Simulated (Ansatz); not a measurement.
# NbSi (Fm-3m) in Ansatz: further runs

The runs below take NbSi through relaxation of cell and atoms, with PBEsol.

Everything below comes from runs of Ansatz 0.2.0. Logs are shortened: lines on timing, memory, paths and dates and some standing lists are left out, and cuts for length are marked.

## Step 1: Starting point

Symmetry: Fm-3m, No. 225, cubic system. Conventional cell: a = 5.148 Å, b = 5.148 Å, c = 5.148 Å, α = 90.00°, β = 90.00°, γ = 90.00°. Nb (site symmetry m-3m) is surrounded by 6 Si at 2.57 Å. Si (site symmetry m-3m) has 6 Nb at 2.57 Å as nearest neighbours.

The cell was built by a generator and needn't be a form met in nature.

## Step 2: Relaxation of cell and atoms, PBEsol

input.yaml reads:

```yaml
crystal:
  lattice:
    - [0.0, 2.57383, 2.57383]
    - [2.57383, 0.0, 2.57383]
    - [2.57383, 2.57383, 0.0]
  atoms:
    - { symbol: Nb, position: [0.0, 0.0, 0.0] }
    - { symbol: Si, position: [0.5, 0.5, 0.5] }
hamiltonian:
  xc: pbesol
  pseudopotentials: { kind: paw }
kpoints:
  mp_grid: { grid: [9, 9, 9] }
scf:
  occupations: { method: fermi_dirac, width: 0.05 }
output:
  forces: true
  stress: true
  eigenvalues: true
relax:
  f_tol: 0.01
  max_steps: 40
  cell: { stress_tol: 0.05 }
```

Potentials or basis: Ansatz PAW.

The run is started by

```
> ansatz run input.yaml --threads 2 --pin off --max-ram 5632MiB --backend cpu --events-out ev --progress --plain --runs-dir out
```

Standard output:

```text
Warning: RAYON_NUM_THREADS=2 ignored (pool sized by the plan → 2); use --threads N
Engine: ansatz 0.2.0, x86_64-unknown-linux-gnu
Pseudopotentials: kind: paw
Pseudopotential: Nb, paw, valence charge 13, recommended cutoff 420 eV (normal), Nb.paw.azcp
Pseudopotential: Si, paw, valence charge 4, recommended cutoff 420 eV (normal), Si.paw.azcp
Functional definition: PBEsol
  exchange = pbesol_x
  correlation = pbesol_c
Crystal: 2 atoms, lattice volume = 34.101 Å³
Basis set: ecut = 420 eV, 645 PW (Γ), exchange–correlation on 50×50×50 points (8 copies of the dense FFT grid, shifted against one another)
Bands: 13, of which v1, the nominal top of the filled ones, is band 9 counted from 1 (8 counted from 0)
Symmetry: 48 space group operations
Space group: Fm-3m (ITA 225), of the structure as read, at distance tolerance 3.2e-5 Å
k-points: 35 of 729
Non-local potential: Nb, projectors of the file, l = 0: 3, l = 1: 2, l = 2: 2, l = 3: 1
Non-local potential: Si, projectors of the file, l = 0: 2, l = 1: 2, l = 2: 2
PAW form: soft (Blöchl's): semilocal exchange-correlation on the pseudo side does not see the compensation charge
PAW frozen core: Nb, regenerated for the run's functional, and the local potential with it (the file was generated under x = pbe(κ = 0.804, μ = 0.2195149727645171), c = pbe(β = 0.06672455060314922))
PAW frozen core: Si, regenerated for the run's functional, and the local potential with it (the file was generated under x = pbe(κ = 0.804, μ = 0.2195149727645171), c = pbe(β = 0.06672455060314922))
PAW one-centre angular grid: Nb, 590 points (default); XC on 64 Gauss nodes
PAW one-centre angular grid: Si, 110 points (default); XC on 64 Gauss nodes
Initial density: superposition of atomic densities (neutral atoms: chi_scale 0, normalization atom), corrected by the library's trained network
Initial wavefunctions: pseudopotential atomic-orbital guess
Functional: x = pbesol(κ = 0.804, μ = 0.12345679012345678), c = pbesol(β = 0.046)
SCF iter   1: F=—  HF=-5117.475239 eV  |F-HF|=—  |Δ(HF+E_count)|=         —  Δρ=5.39e-3  dr2=1.51e-2  ethr=1.77e-3  ⟨swp⟩=5.1  Hψ=2727  notcnv=0
preconditioner: auto → none  [metal: Δε(μ)=0.114 eV  Ē_g=6.873 eV  σ=0.050 eV  W_gap=0.44  n_scr=8 (ndim 8)  ℏωp=19.1 eV  f_vac=0.000  D(μ)=1.17/eV (n_scr^D=14)  sad-step TF]
SCF iter   2: F=—  HF=-5117.473280 eV  |F-HF|=—  |Δ(HF+E_count)|=   1.96e-3  Δρ=3.67e-3  dr2=7.47e-3  ethr=8.85e-5  ⟨swp⟩=1.1  Hψ=737  notcnv=0
SCF iter   3: F=—  HF=-5117.471416 eV  |F-HF|=—  |Δ(HF+E_count)|=   1.86e-3  Δρ=3.68e-4  dr2=1.90e-5  ethr=4.40e-5  ⟨swp⟩=2.1  Hψ=583  notcnv=0
SCF iter   4: F=—  HF=-5117.471424 eV  |F-HF|=—  |Δ(HF+E_count)|=   7.59e-6  Δρ=5.78e-5  dr2=5.54e-7  ethr=1.11e-7  ⟨swp⟩=2.4  Hψ=711  notcnv=0
iter 5 did not close the SCF: its close was put off for the readings that it lacked (scf_convergence_deferred on its scf_iter line)
SCF iter   5: F=-5117.471424 eV  HF=-5117.471424 eV  |F-HF|=7.74e-9  |Δ(HF+E_count)|=   1.22e-7  Δρ=5.08e-6  dr2=1.09e-8  ethr=3.26e-9  ⟨swp⟩=2.8  Hψ=780  notcnv=0
SCF iter   6: F=-5117.471424 eV  HF=-5117.471424 eV  |F-HF|=4.46e-11  |Δ(HF+E_count)|=   1.93e-9  Δρ=5.08e-7  dr2=3.06e-11  ethr=6.41e-11  ⟨swp⟩=2.0  Hψ=1413  notcnv=0
SCF 1 converged in 6 iterations: F = -5117.471424 eV  dr2 = 3.06e-11
relax step   1: F+E_penalty+E_count = -5117.47142411 eV  Δ(F+E_penalty+E_count) = +0.000e0 eV  max|allowed force component| = 5.391e-30 eV/Å  Δτ_max = 0.0000 Å  P = -4.367 GPa  Ω = 34.101 Å³  (6 SCF iters, dr2 threshold 1.00e-7 eV, accepted)
Crystal: 2 atoms, lattice volume = 32.673 Å³
Basis set: ecut = 420 eV, 609 PW (Γ), exchange–correlation on 50×50×50 points (8 copies of the dense FFT grid, shifted against one another)
Initial density: handed on by an earlier stage of this run
Initial wavefunctions: those handed on with the density
iter 1 solved again at ethr=8.93e-6 eV; its pass at ethr=3.10e-3 eV (dr2=1.52e-3 eV) is discarded
SCF iter   1: F=—  HF=-5117.482185 eV  |F-HF|=—  |Δ(HF+E_count)|=         —  Δρ=1.89e-3  dr2=1.37e-3  ethr=8.93e-6  ⟨swp⟩=1.2  Hψ=3016  notcnv=0
preconditioner: auto → none  [metal: Δε(μ)=0.019 eV  Ē_g=7.099 eV  σ=0.050 eV  W_gap=0.09  n_scr=8 (ndim 8)  ℏωp=19.5 eV  f_vac=0.000  D(μ)=1.43/eV (n_scr^D=14)]
SCF iter   2: F=—  HF=-5117.481919 eV  |F-HF|=—  |Δ(HF+E_count)|=   2.66e-4  Δρ=9.59e-4  dr2=3.50e-4  ethr=8.08e-6  ⟨swp⟩=1.0  Hψ=455  notcnv=0
SCF iter   3: F=—  HF=-5117.481847 eV  |F-HF|=—  |Δ(HF+E_count)|=   7.27e-5  Δρ=6.17e-5  dr2=6.95e-7  ethr=2.06e-6  ⟨swp⟩=2.2  Hψ=593  notcnv=0
SCF iter   4: F=—  HF=-5117.481851 eV  |F-HF|=—  |Δ(HF+E_count)|=   4.09e-6  Δρ=1.77e-5  dr2=3.05e-8  ethr=4.09e-9  ⟨swp⟩=2.2  Hψ=740  notcnv=0
iter 5 did not close the SCF: its close was put off for the readings that it lacked (scf_convergence_deferred on its scf_iter line)
SCF iter   5: F=-5117.481851 eV  HF=-5117.481851 eV  |F-HF|=2.26e-10  |Δ(HF+E_count)|=   1.68e-8  Δρ=4.37e-6  dr2=2.97e-9  ethr=1.80e-10  ⟨swp⟩=1.5  Hψ=598  notcnv=0
SCF iter   6: F=-5117.481851 eV  HF=-5117.481851 eV  |F-HF|=7.82e-11  |Δ(HF+E_count)|=  9.01e-10  Δρ=6.81e-7  dr2=1.53e-10  ethr=1.75e-11  ⟨swp⟩=1.6  Hψ=1200  notcnv=0
SCF 2 converged in 6 iterations: F = -5117.481851 eV  dr2 = 1.53e-10
relax step   2: F+E_penalty+E_count = -5117.48185080 eV  Δ(F+E_penalty+E_count) = -1.043e-2 eV  max|allowed force component| = 4.076e-30 eV/Å  Δτ_max = 0.0000 Å  P = +2.306 GPa  Ω = 32.673 Å³  energy of the carried Pulay correction = +2.065e-4 eV  (6 SCF iters, dr2 threshold 2.00e-7 eV, accepted)
Crystal: 2 atoms, lattice volume = 33.153 Å³
iter 1 solved again at ethr=7.93e-7 eV; its pass at ethr=3.10e-3 eV (dr2=1.35e-4 eV) is discarded
SCF iter   1: F=—  HF=-5117.485085 eV  |F-HF|=—  |Δ(HF+E_count)|=         —  Δρ=6.17e-4  dr2=1.42e-4  ethr=7.93e-7  ⟨swp⟩=2.0  Hψ=3003  notcnv=0
preconditioner: auto → none  [metal: Δε(μ)=0.019 eV  Ē_g=6.999 eV  σ=0.050 eV  W_gap=0.09  n_scr=8 (ndim 8)  ℏωp=19.3 eV  f_vac=0.000  D(μ)=1.44/eV (n_scr^D=14)]
SCF iter   2: F=—  HF=-5117.485060 eV  |F-HF|=—  |Δ(HF+E_count)|=   2.48e-5  Δρ=3.11e-4  dr2=3.58e-5  ethr=7.93e-7  ⟨swp⟩=1.0  Hψ=455  notcnv=0
iter 3 did not close the SCF: its close was put off for the readings that it lacked (scf_convergence_deferred on its scf_iter line)
SCF iter   3: F=-5117.485053 eV  HF=-5117.485053 eV  |F-HF|=7.07e-9  |Δ(HF+E_count)|=   7.48e-6  Δρ=1.89e-5  dr2=4.91e-8  ethr=2.11e-7  ⟨swp⟩=2.3  Hψ=590  notcnv=0
iter 4 did not close the SCF: its close was put off for the readings that it lacked (scf_convergence_deferred on its scf_iter line)
SCF iter   4: F=-5117.485053 eV  HF=-5117.485053 eV  |F-HF|=1.77e-10  |Δ(HF+E_count)|=   1.28e-8  Δρ=4.98e-6  dr2=3.30e-9  ethr=2.89e-10  ⟨swp⟩=2.6  Hψ=791  notcnv=0
iter 5 did not close the SCF: its close was put off for the readings that it lacked (scf_convergence_deferred on its scf_iter line)
SCF iter   5: F=-5117.485053 eV  HF=-5117.485053 eV  |F-HF|=7.28e-12  |Δ(HF+E_count)|=   1.17e-9  Δρ=5.50e-7  dr2=2.79e-11  ethr=1.94e-11  ⟨swp⟩=2.5  Hψ=642  notcnv=0
SCF iter   6: F=-5117.485053 eV  HF=-5117.485053 eV  |F-HF|=9.09e-13  |Δ(HF+E_count)|=  1.55e-11  Δρ=3.17e-8  dr2=1.56e-13  ethr=1.00e-12  ⟨swp⟩=1.0  Hψ=1050  notcnv=0
SCF 3 converged in 6 iterations: F = -5117.485053 eV  dr2 = 1.56e-13
relax step   3: F+E_penalty+E_count = -5117.48505251 eV  Δ(F+E_penalty+E_count) = -3.202e-3 eV  max|allowed force component| = 3.418e-30 eV/Å  Δτ_max = 0.0000 Å  P = -0.093 GPa  Ω = 33.153 Å³  energy of the carried Pulay correction = +1.361e-4 eV  (6 SCF iters, dr2 threshold 2.00e-7 eV, accepted)
Crystal: 2 atoms, lattice volume = 33.134 Å³
iter 1 solved again at ethr=1.33e-9 eV; its pass at ethr=3.10e-3 eV (dr2=2.26e-7 eV) is discarded
SCF iter   1: F=—  HF=-5117.485059 eV  |F-HF|=—  |Δ(HF+E_count)|=         —  Δρ=2.46e-5  dr2=2.33e-7  ethr=1.33e-9  ⟨swp⟩=2.0  Hψ=2905  notcnv=0
preconditioner: auto → none  [metal: Δε(μ)=0.019 eV  Ē_g=7.004 eV  σ=0.050 eV  W_gap=0.10  n_scr=8 (ndim 8)  ℏωp=19.4 eV  f_vac=0.000  D(μ)=1.43/eV (n_scr^D=14)]
SCF iter   2: F=—  HF=-5117.485061 eV  |F-HF|=—  |Δ(HF+E_count)|=   1.34e-6  Δρ=1.23e-5  dr2=5.70e-8  ethr=1.33e-9  ⟨swp⟩=1.0  Hψ=455  notcnv=0
iter 3 did not close the SCF: its close was put off for the readings that it lacked (scf_convergence_deferred on its scf_iter line)
SCF iter   3: F=-5117.485061 eV  HF=-5117.485061 eV  |F-HF|=9.09e-13  |Δ(HF+E_count)|=   1.20e-8  Δρ=7.72e-7  dr2=9.69e-11  ethr=3.35e-10  ⟨swp⟩=2.4  Hψ=587  notcnv=0
iter 4 did not close the SCF: its close was put off for the readings that it lacked (scf_convergence_deferred on its scf_iter line)
SCF iter   4: F=-5117.485061 eV  HF=-5117.485061 eV  |F-HF|=9.09e-13  |Δ(HF+E_count)|=  4.00e-11  Δρ=1.97e-7  dr2=5.00e-12  ethr=1.00e-12  ⟨swp⟩=2.5  Hψ=791  notcnv=0
iter 5 did not close the SCF: its close was put off for the readings that it lacked (scf_convergence_deferred on its scf_iter line)
SCF iter   5: F=-5117.485061 eV  HF=-5117.485061 eV  |F-HF|=9.09e-13  |Δ(HF+E_count)|=  2.73e-12  Δρ=2.54e-8  dr2=8.40e-14  ethr=1.00e-12  ⟨swp⟩=1.0  Hψ=455  notcnv=0
iter 6 did not close the SCF: its close was put off for the readings that it lacked (scf_convergence_deferred on its scf_iter line)
SCF iter   6: F=-5117.485061 eV  HF=-5117.485061 eV  |F-HF|=9.09e-13  |Δ(HF+E_count)|=    0.00e0  Δρ=2.06e-9  dr2=1.14e-15  ethr=1.00e-12  ⟨swp⟩=1.0  Hψ=455  notcnv=0
SCF iter   7: F=-5117.485061 eV  HF=-5117.485061 eV  |F-HF|=9.09e-13  |Δ(HF+E_count)|=    0.00e0  Δρ=8.16e-10  dr2=3.73e-16  ethr=1.00e-12  ⟨swp⟩=1.0  Hψ=1050  notcnv=0
SCF 4 converged in 7 iterations: F = -5117.485061 eV  dr2 = 3.73e-16
relax step   4: F+E_penalty+E_count = -5117.48506079 eV  Δ(F+E_penalty+E_count) = -8.276e-6 eV  max|allowed force component| = 8.382e-31 eV/Å  Δτ_max = 0.0000 Å  P = -0.002 GPa  Ω = 33.134 Å³  energy of the carried Pulay correction = +1.389e-4 eV  (7 SCF iters, accepted)
Initial wavefunctions: pseudopotential atomic-orbital guess (no wavefunctions were taken with the density)
iter 1 solved again at ethr=7.80e-9 eV; its pass at ethr=3.10e-3 eV (dr2=1.33e-6 eV) is discarded
SCF iter   1: F=—  HF=-5117.484933 eV  |F-HF|=—  |Δ(HF+E_count)|=         —  Δρ=2.63e-5  dr2=2.65e-8  ethr=7.80e-9  ⟨swp⟩=3.0  Hψ=4028  notcnv=0
SCF iter   2: F=—  HF=-5117.484935 eV  |F-HF|=—  |Δ(HF+E_count)|=   1.43e-6  Δρ=1.27e-5  dr2=5.47e-9  ethr=1.56e-10  ⟨swp⟩=2.2  Hψ=667  notcnv=0
SCF iter   3: F=—  HF=-5117.484935 eV  |F-HF|=—  |Δ(HF+E_count)|=   1.01e-8  Δρ=1.04e-6  dr2=7.74e-11  ethr=3.22e-11  ⟨swp⟩=2.0  Hψ=762  notcnv=0
iter 4 did not close the SCF: its close was put off for the readings that it lacked (scf_convergence_deferred on its scf_iter line)
SCF iter   4: F=-5117.484935 eV  HF=-5117.484935 eV  |F-HF|=1.82e-12  |Δ(HF+E_count)|=  8.00e-11  Δρ=1.68e-7  dr2=3.72e-12  ethr=1.00e-12  ⟨swp⟩=1.7  Hψ=576  notcnv=0
iter 5 did not close the SCF: its close was put off for the readings that it lacked (scf_convergence_deferred on its scf_iter line)
SCF iter   5: F=-5117.484935 eV  HF=-5117.484935 eV  |F-HF|=9.09e-13  |Δ(HF+E_count)|=  1.82e-12  Δρ=6.15e-9  dr2=1.26e-14  ethr=1.00e-12  ⟨swp⟩=1.0  Hψ=455  notcnv=0
iter 6 did not close the SCF: its close was put off for the readings that it lacked (scf_convergence_deferred on its scf_iter line)
SCF iter   6: F=-5117.484935 eV  HF=-5117.484935 eV  |F-HF|=0.00e0  |Δ(HF+E_count)|=  1.82e-12  Δρ=1.42e-9  dr2=5.03e-16  ethr=1.00e-12  ⟨swp⟩=1.0  Hψ=455  notcnv=0
iter 7 did not close the SCF: its close was put off for the readings that it lacked (scf_convergence_deferred on its scf_iter line)
SCF iter   7: F=-5117.484935 eV  HF=-5117.484935 eV  |F-HF|=0.00e0  |Δ(HF+E_count)|=  1.82e-12  Δρ=6.02e-10  dr2=1.01e-16  ethr=1.00e-12  ⟨swp⟩=1.0  Hψ=455  notcnv=0
SCF iter   8: F=-5117.484935 eV  HF=-5117.484935 eV  |F-HF|=9.09e-13  |Δ(HF+E_count)|=  1.82e-12  Δρ=8.17e-11  dr2=2.97e-18  ethr=1.00e-12  ⟨swp⟩=1.4  Hψ=1066  notcnv=0
SCF 5 converged in 8 iterations: F = -5117.484935 eV  dr2 = 2.97e-18
relax step   5: F+E_penalty+E_count = -5117.48493481 eV  Δ(F+E_penalty+E_count) = +1.260e-4 eV  max|allowed force component| = 5.095e-31 eV/Å  Δτ_max = 0.0000 Å  P = -0.006 GPa  Ω = 33.134 Å³  stress off target by 5.87e-3 GPa  SCF on the basis re-selected at this cell (its energy is not comparable with the rows above)  (8 SCF iters)
basis re-selected at this cell: Δ(F+E_penalty+E_count) = +1.260e-4 eV, ΔP = -0.004 GPa vs the last step (what re-selecting the basis moved, of the pressure what is left beyond the Pulay correction that the steps carried, after the strain that the cell walked since its last selection, with what the two solves' SCF thresholds leave and, on support functions, any second-order correction that the steps lacked; it is no measure of the basis error at this ecutwfc). This SCF's stress stands 5.87e-3 GPa from its target on what of the cell is left free (relax.cell.stress_tol is 5.00e-2 GPa) and its largest allowed force component is 5.09e-31 eV/Å (relax.f_tol is 1.00e-2 eV/Å): within both
SCF converged after 8 iterations
Free energy (F): -5117.484935 eV
Harris-Foulkes:  -5117.484935 eV  (|F-HF|=9.09e-13)
Internal energy: -5117.474002 eV  (E = F + TS)
E sigma→0 (E₀):  -5117.479468 eV
Entropy (-TS):   -0.010933 eV (-5.467 meV/atom)
Fermi energy:    14.306997 eV
--- Per-component energies (eV) ---
  E_band       = -90.841383
  E_kinetic    = 436.682536
  E_local      = -891.953533  (includes V_loc(G=0)·N_el)
  E_nonlocal   = 148.606700
  E_hartree    = 293.794921
  E_xc         = -230.223415
  E_vxc        = -260.682760  (∫ρ·V_xc dr)
  E_paw        = -3516.786886  (= ΣΔE_a)
  E_vpaw       = -111.084182  (= ΣTr[D̂ρ^β])
  E_aug_tail   = 0.000014  (compensation charges beyond the density's cutoff)
  E_ewald      = -1357.814607
  E_core_change = 0.220270  (= ΣΔE_core)
  E_smearing   = -0.010933  (= −TS)
  E_closure    = -0.000000  (closes the sum)
  Σ components = -5117.484935   (vs F -5117.484935, Δ=0.00e0)
--- Forces (eV/Å), atoms counted from 1 ---
  atom   1  Nb    -0.00000000     0.00000000     0.00000000
  atom   2  Si     0.00000000     0.00000000    -0.00000000
  max |Σ_I F_I| component: 9.86e-32 eV/Å
--- Stress (GPa, compression-positive) ---
       -0.005866      -0.000000      -0.000000
       -0.000000      -0.005866      -0.000000
       -0.000000      -0.000000      -0.005866
  P = ⅓ Tr σ = -0.0059 GPa (-0.059 kbar)
--- Band table (eV; the first three rows and the last of 35) ---
  k-point 0: bands = ["-40.7688", "-16.8280", "-16.8280", "-16.8280", "3.5310", "13.0052", "13.0052", "13.0052", "13.6054", "13.6054", "16.8518", "16.8518", "16.8518"]
  k-point 1: bands = ["-40.7665", "-16.8567", "-16.8316", "-16.8316", "3.7756", "12.5698", "12.8892", "12.8892", "13.4126", "13.4126", "16.6133", "17.6546", "17.6546"]
  k-point 2: bands = ["-40.7606", "-16.9286", "-16.8406", "-16.8406", "4.4768", "11.4654", "12.1144", "12.1144", "13.9307", "13.9307", "16.2957", "19.3166", "19.3166"]
  k-point 34: bands = ["-40.7431", "-16.9920", "-16.9625", "-16.9108", "6.4730", "10.3777", "10.7433", "11.4627", "15.5410", "15.8205", "16.6838", "16.6960", "18.4892"]
--- Relaxed structure (4 steps of the walk, 4 accepted, 1 SCFs on fresh bases) ---
  F+E_penalty+E_count = -5117.48493481 eV   max|allowed force component| = 5.095e-31 eV/Å   (the final SCF, on the basis selected at the relaxed cell)
  cell:  # Å, volume = 33.1341 Å³
    - [-4.076297626316474e-34, 2.549264747742947, 2.549264747742947]
    - [2.549264747742947, -3.6686678636848253e-33, 2.549264747742947]
    - [2.549264747742947, 2.549264747742947, -2.2929174148030157e-33]
  atoms:
    - { symbol: Nb, position: [1.197238322274425e-33, -6.983890213267488e-34, -8.979287417058193e-34] }
    - { symbol: Si, position: [0.5, 0.5, 0.5] }
```

It took 1.9 s on 2 threads of Intel Xeon 6975P-C (Granite Rapids), shared host; peak memory 0.34 GiB.

What came out:

- Free energy: -5117.4849 eV
- Relaxed volume: 16.57 Å³/atom
- Relaxed cell: a = 3.605 Å, b = 3.605 Å, c = 3.605 Å, α = 60.00°, β = 60.00°, γ = 60.00°
- Space group after relaxing (to 0.05 Å): Fm-3m (No. 225)
- Energy gained by relaxing: 6.8 meV/atom
- Ionic steps: 5
- Pressure after relaxing: 0.0 GPa
- Band gap on the k mesh: none (metal or under the smearing width)

The path:
```tsv
step	energy change (eV)	largest force (eV/Å)	volume (Å³)
1	0.0000	0.0000	34.10
2	-0.0104	0.0000	32.67
3	-0.0136	0.0000	33.15
4	-0.0136	0.0000	33.13
5	-0.0135	0.0000	33.13
```

Final structure:
```
Nb Si
1.0
     0.00000    2.54926    2.54926
     2.54926    0.00000    2.54926
     2.54926    2.54926    0.00000
Nb Si
1 1
Cartesian
  0.0000 0.0000 0.0000
  2.5493 2.5493 2.5493
```

Levels at points of the mesh, in eV from the Fermi level:
| k point | band 6 | band 7 | band 8 | band 9 | band 10 | band 11 | band 12 | band 13 |
| --- | --- | --- | --- | --- | --- | --- | --- | --- |
| (0.00, 0.00, 0.00) | -1.30 | -1.30 | -1.30 | -0.70 | -0.70 | 2.54 | 2.54 | 2.54 |

Caveat: the plane-wave basis is chosen anew once the cell has moved, so the energies of steps on either side of that aren't comparable; the PAW data sets come from PBE, with cores solved anew for the run's functional, which leaves a small shift of forces and pressure.

## Step 3: Relaxation of cell and atoms, PBEsol, target pressure 2 GPa, at which the enthalpy is minimised

Changes to input.yaml since step 2:

```diff
@@ -22,2 +22,2 @@
   max_steps: 40
-  cell: { stress_tol: 0.05 }
+  cell: { stress_tol: 0.05, p_target: 2.0 }
```

Potentials or basis: Ansatz PAW.

The run is started by

```
> ansatz run input.yaml --threads 2 --pin off --max-ram 5632MiB --backend cpu --events-out ev --progress --plain --runs-dir out
```

Run time: 1.9 s. Hardware: 2 threads of Intel Xeon 6975P-C (Granite Rapids), shared host; peak memory 0.33 GiB.

The run converged. Its results:

| Item | Value |
| --- | --- |
| Free energy | -5117.4825 eV |
| Relaxed volume | 16.37 Å³/atom |
| Relaxed cell | a = 3.591 Å, b = 3.591 Å, c = 3.591 Å, α = 60.00°, β = 60.00°, γ = 60.00° |
| Space group after relaxing (to 0.05 Å) | Fm-3m (No. 225) |
| Energy change on relaxing (the enthalpy is what falls) | -5.5 meV/atom |
| Ionic steps | 5 |
| Pressure after relaxing | 2.0 GPa |
| Band gap on the k mesh | none (metal or under the smearing width) |

Step by step:
```csv
step,energy change (eV),largest force (eV/Å),volume (Å³)
1,0.0000,0.0000,34.10
2,0.0055,0.0000,32.03
3,-0.0117,0.0000,32.77
4,-0.0112,0.0000,32.73
5,-0.0111,0.0000,32.73
```

Final structure:
```
Nb Si
1.0
     0.00000    2.53895    2.53895
     2.53895    0.00000    2.53895
     2.53895    2.53895    0.00000
Nb Si
1 1
Direct
  0.00000 0.00000 0.00000
  0.50000 0.50000 0.50000
```

Levels at points of the mesh, in eV from the Fermi level:
| k point | band 7 | band 8 | band 9 | band 10 | band 11 | band 12 |
| --- | --- | --- | --- | --- | --- | --- |
| (0.00, 0.00, 0.00) | -1.33 | -1.33 | -0.72 | -0.72 | 2.58 | 2.58 |

Caveat: the plane-wave basis is chosen anew once the cell has moved, so the energies of steps on either side of that aren't comparable; the PAW data sets come from PBE, with cores solved anew for the run's functional, which leaves a small shift of forces and pressure.
